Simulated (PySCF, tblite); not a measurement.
**C6H9BF2: geometry, infrared bands and NMR shifts**

Wanted: the infrared bands and NMR shifts of C6H9BF2 (`FB(F)CC1CC=CC1`), by calculation.

Programs: tblite 0.8.0 and PySCF 2.14.0, with density-fitted response routines of our own. Each step states its level of theory. These are calculated values for one molecule in the gas phase, unless marked as measured. Atoms count from 0, in the outputs and in this text.

## Step 1: The molecule as given

18 atoms, charge 0, multiplicity 1; geometry from: force field or distance geometry start.

Bonds of the start (Å): F0–B1 1.45, B1–F2 1.48, B1–C3 1.60, C3–C4 1.48, C4–C5 1.51, C5–C6 1.48, C6–C7 1.33, C7–C8 1.50, C8–C4 1.51, C3–H9 1.12, C3–H10 1.11, C4–H11 1.11, C5–H12 1.12, C5–H13 1.12, C6–H14 1.10, C7–H15 1.11, C8–H16 1.10, C8–H17 1.12.

## Step 2: Optimising the geometry with GFN2-xTB

Job settings and geometry (Å):

```
{"job": {"kind": "relax", "xc": "GFN2-xTB", "basis": "xTB"}, "charge": 0, "multiplicity": 1}
F      2.016500     2.124000     0.231900
B      2.283500     0.705800     0.399000
F      3.674800     0.278700     0.680700
C      1.338100    -0.352300    -0.331600
C      0.088100     0.301800    -0.790700
C     -0.783900    -0.724500    -1.483400
C     -1.810100    -1.026100    -0.461800
C     -1.801600    -0.151900     0.540000
C     -0.746000     0.885900     0.328100
H      1.922000    -0.677900    -1.226000
H      1.194200    -1.224200     0.340900
H      0.343800     1.065500    -1.556600
H     -1.277900    -0.303200    -2.396600
H     -0.181700    -1.624500    -1.755900
H     -2.498200    -1.882900    -0.532700
H     -2.490700    -0.194900     1.407100
H     -1.140700     1.873600     0.062900
H     -0.138900     0.933300     1.268200
```

Command:

```bash
$ OMP_NUM_THREADS=1 python probes_run.py task.json out
```

The driver reads the jobs from task.json and runs them one after another.

**Question.** This job is followed by: GFN2-xTB harmonic vibrations, gas phase; GIAO PBE0/pcSseg-1 NMR shielding, non-relativistic, gas phase. Predict these results of the whole session: strongest single infrared mode (GFN2-xTB); zero-point energy (GFN2-xTB); 13C shifts against TMS (PBE0/pcSseg-1, means over atoms taken as alike); 1H shifts against TMS (PBE0/pcSseg-1, means over atoms taken as alike); 19F shifts against CFCl3 (PBE0/pcSseg-1, means over atoms taken as alike); 11B shifts against BF3·OEt2 (PBE0/pcSseg-1).

**Answer**, as computed:

| quantity | value |
| --- | --- |
| strongest single infrared mode (GFN2-xTB) | 1274 cm⁻¹, 326 km/mol |
| zero-point energy (GFN2-xTB) | 88.7 kcal/mol |
| 13C shifts against TMS (PBE0/pcSseg-1, means over atoms taken as alike) | 136.3, 45.9, 32.9, 25.5 ppm |
| 1H shifts against TMS (PBE0/pcSseg-1, means over atoms taken as alike) | 5.84, 2.91, 2.38, 1.84, 1.08 ppm |
| 19F shifts against CFCl3 (PBE0/pcSseg-1, means over atoms taken as alike) | -66.2 ppm |
| 11B shifts against BF3·OEt2 (PBE0/pcSseg-1) | 28.8 ppm |

Over 76 steps the energy fell by 1.142 eV; of the close pairs, B1–F2 changed most, 1.482 to 1.320 Å. All 48 modes are real, so the xTB geometry is a minimum. GFN2-xTB is a fitted tight-binding method: band positions and strengths are rough. Its intensities can rank the bands wrongly. C6, C7 (mean) (alkene CH) lies farthest downfield among carbon, at 136.3 ppm; an sp2 carbon of a C=C bond. The most deshielded hydrogen is H14, H15 (mean) (hydrogen on an alkene CH), at 5.84 ppm: a vinylic proton, deshielded by the sp2 carbon and the C=C anisotropy. At PBE0/pcSseg-1: The largest span, 315 ppm, is at F0, F2, where the paramagnetic term is -230 ppm.
